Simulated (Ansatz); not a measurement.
Turn this script for Ansatz 0.2.0, Python API into the input file that the command-line program reads.

The script, `run_energy.py`:
```python
import argparse
import warnings

import ansatz as az

parser = argparse.ArgumentParser(description="Single point of GaN(+) in a Gaussian basis.")
parser.add_argument("--basis", default="6-31G*", help="Gaussian basis set")
parser.add_argument("--xc", required=True, help="exchange-correlation functional")
parser.add_argument("--charge", type=int, required=True, help="electrons removed")
args = parser.parse_args()


def main() -> None:
    warnings.simplefilter("ignore", az.DeckWarning)

    gan = (
        az.Crystal.molecule()
        .atom("Ga", (0.0, 0.0, 0.0))
        .atom("N", (0.0, 0.0, 1.96))
    )

    calc = (
        gan.calculation()
        .basis(gaussian=args.basis)
        .functional(args.xc)
        .charge(args.charge)
        .spin("collinear", total=3)
    )
    out = calc.run(threads=1)
    r = out.report

    print("reference energy %16.6f eV" % r["reference_energy_ev"])
    print("total energy     %16.6f eV" % r["free_energy_ev"])
    print("occupied orbitals outside the frozen core (up, down):", r["n_occupied"], " frozen:", r["n_frozen"], " virtual:", r["n_virtual"])

    field = r["mean_field"]
    print("<S^2> =", round(abs(field["state"]["spin_squared"]), 4), " all-electron relativity setting:", field["relativity"])
    print("passes:", field["passes"])
    if "symmetry" in field:
        print("occupied orbitals by irrep:", field["symmetry"]["occupied"])


if __name__ == "__main__":
    main()
```

`python run_energy.py --xc pbe --charge 1` gives:
```text
reference energy    -53838.899305 eV
total energy        -53838.899305 eV
occupied orbitals outside the frozen core (up, down): [20, 17]  frozen: 0  virtual: [30, 33]
<S^2> = 3.7562  all-electron relativity setting: none
passes: {'evaluations': 17, 'products': 12}
occupied orbitals by irrep: [{'A1': 11, 'A2': 1, 'B1': 4, 'B2': 4}, {'A1': 10, 'A2': 1, 'B1': 3, 'B2': 3}]
```

`input.yaml`:
```yaml
crystal:
  periodic: [false, false, false]
  atoms:
    - { symbol: Ga, position_ang: [0.0, 0.0, 0.0] }
    - { symbol: "N", position_ang: [0.0, 0.0, 1.96] }
basis:
  gaussian: { orbitals: "6-31G*" }
hamiltonian:
  xc: pbe
magnetization:
  spin_polarized: true
  initial_magnetization: 3.0
total_charge: 1.0
```

The program run on that file:
```console
$ ansatz run input.yaml --threads 1 --pin off --max-ram 4096MiB --backend cpu --events-out ev --progress --plain --runs-dir out
Engine: ansatz 0.2.0, aarch64-unknown-linux-gnu
Functional definition: PBE
  parameter kappa = 0.804
  parameter beta = 0.06672455060314922
  exchange = pbe_x(kappa = kappa, mu = beta*pi^2/3)
  correlation = pbe_c(beta = beta)
564 factors; their error is unknown
mean field evaluation 1: about -53825.1788 eV, gradient 4.7e1 eV
mean field evaluation 2: about -53733.7661 eV, gradient 9.6e1 eV
mean field evaluation 4: about -53838.2910 eV, gradient 9.3e0 eV
mean field evaluation 8: about -53838.9117 eV, gradient 7.9e-2 eV
mean field evaluation 16: about -53838.8993 eV, gradient 8.7e-6 eV
mean field -53838.89925981 eV, -1978.5430544815 hartree, gradient 8.7e-6 eV, S^2 3.756222; 0 other end points of the search recorded, 0 dependent functions left out
reference -53838.89930463 eV, -1978.5430561283 hartree; 20, 17 occupied and 30, 33 virtual orbitals, 564 factors
Total energy: -53838.89930463 eV, -1978.5430561283 hartree
```

Caveats:
- Total energies depend on the basis set; only differences at equal settings carry meaning.
- The geometry is a force-field or estimated start, not a minimum of this method, and the basis set is short of its limit.
- The run takes the species as open-shell (spin multiplicity 4), which needn't be its ground state.
- The spin state was assumed, and another may lie lower.
- Wall time of the script: 1.5 s on 1 thread of Arm Neoverse V1, on a shared host, peak memory 0.16 GiB.

(Lines on the test bed's own set-up are left out of the output.)
